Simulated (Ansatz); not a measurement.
# AgF: how the settings move a single-point run

Aim: see which settings change the result for AgF, by how much, and at what cost. The cell is built on a prototype (zincblende) and needn't be the phase found in nature.

Program: Ansatz 0.2.0. Level of theory: reference: DFT, PBEsol, plane waves, PAW. These are calculated values, not measurements.

1 further run of the same task is left out (it didn't finish).

## 1. The starting structure

It takes space group F-43m (No. 216, cubic). Conventional cell: a = 5.348 Å, b = 5.348 Å, c = 5.348 Å, α = 90.00°, β = 90.00°, γ = 90.00°. Around Ag (site symmetry -43m) lie 4 F at 2.32 Å. Around F (site symmetry -43m) lie 4 Ag at 2.32 Å.

Structure file:

```cif
data_structure
_symmetry_space_group_name_H-M 'F-43m'
_symmetry_Int_Tables_number 216
_cell_length_a 5.3484
_cell_length_b 5.3484
_cell_length_c 5.3484
_cell_angle_alpha 90.000
_cell_angle_beta 90.000
_cell_angle_gamma 90.000
_cell_volume 152.99
loop_
_atom_site_label
_atom_site_type_symbol
_atom_site_symmetry_multiplicity
_atom_site_Wyckoff_symbol
_atom_site_fract_x
_atom_site_fract_y
_atom_site_fract_z
_atom_site_occupancy
Ag1 Ag 4 a 0.00000 0.00000 0.00000 1
F1 F 4 d 0.25000 0.25000 0.75000 1
```

## 2. The reference run

Contents of input.yaml:

```yaml
crystal:
  lattice:
    - [0.0, 2.674181476, 2.674181476]
    - [2.674181476, 0.0, 2.674181476]
    - [2.674181476, 2.674181476, 0.0]
  atoms:
    - { symbol: Ag, position: [0.0, 0.0, 0.0] }
    - { symbol: F, position: [0.25, 0.25, 0.25] }
kpoints:
  mp_grid: { grid: [6, 6, 6] }
hamiltonian:
  xc: pbesol
scf:
  occupations: { method: fermi_dirac, width: 0.02 }
  n_extra_bands: 4
output:
  forces: true
  stress: true
  eigenvalues: true
  write_density: true
  write_potential: true
  elf: true
  volumetric_format: npy
```

The run is started by

```console
$ ansatz run input.yaml --threads 4 --pin off --max-ram 3686MiB --backend cpu --events-out ev --progress --plain --runs-dir out
```

## 3. Changed: occupations.method methfessel_paxton, occupations.width 0.001

input.yaml, as its differences from that of step 2:

```diff
@@ -13,3 +13,3 @@
 scf:
-  occupations: { method: fermi_dirac, width: 0.02 }
+  occupations: { method: methfessel_paxton, width: 0.001 }
   n_extra_bands: 4
@@ -19,5 +19 @@
   eigenvalues: true
-  write_density: true
-  write_potential: true
-  elf: true
-  volumetric_format: npy
```

**Question.** What will these runs give? Wanted: for each run, ending; energy change; pressure; gap; force.

**Answer**, as computed:

```
                                                             run     ending        energy change  pressure (GPa)  gap (eV)  force (eV/Å)  cycles   time
                                                       reference  converged                    0            -0.7      0.00          0.00       6  1.9 s
1: occupations.method methfessel_paxton, occupations.width 0.001  converged  +0.1 meV/atom (σ→0)            -0.7      0.00          0.00       9  1.8 s
```

Times don't compare one to one where runs were asked for different outputs or read a saved state (see the inputs); cycles may leave out searches for a lower state.

Residual by cycle in the longest SCF loop of each run; runs are numbered as in the table. The quantity is the density residual dr2, in eV.

```
cycle  reference    run 1
    1     0.0447   0.0447
    2     0.0245   0.0149
    3     1.2e-4   0.0102
    4     2.3e-5   0.0072
    5     1.4e-7  0.00335
    6     3.4e-9   4.5e-4
    7          -   7.1e-6
    8          -   1.5e-7
    9          -  7.7e-10
```

What this shows: Changing the smearing hardly moves the energy: +0.1 meV/atom.
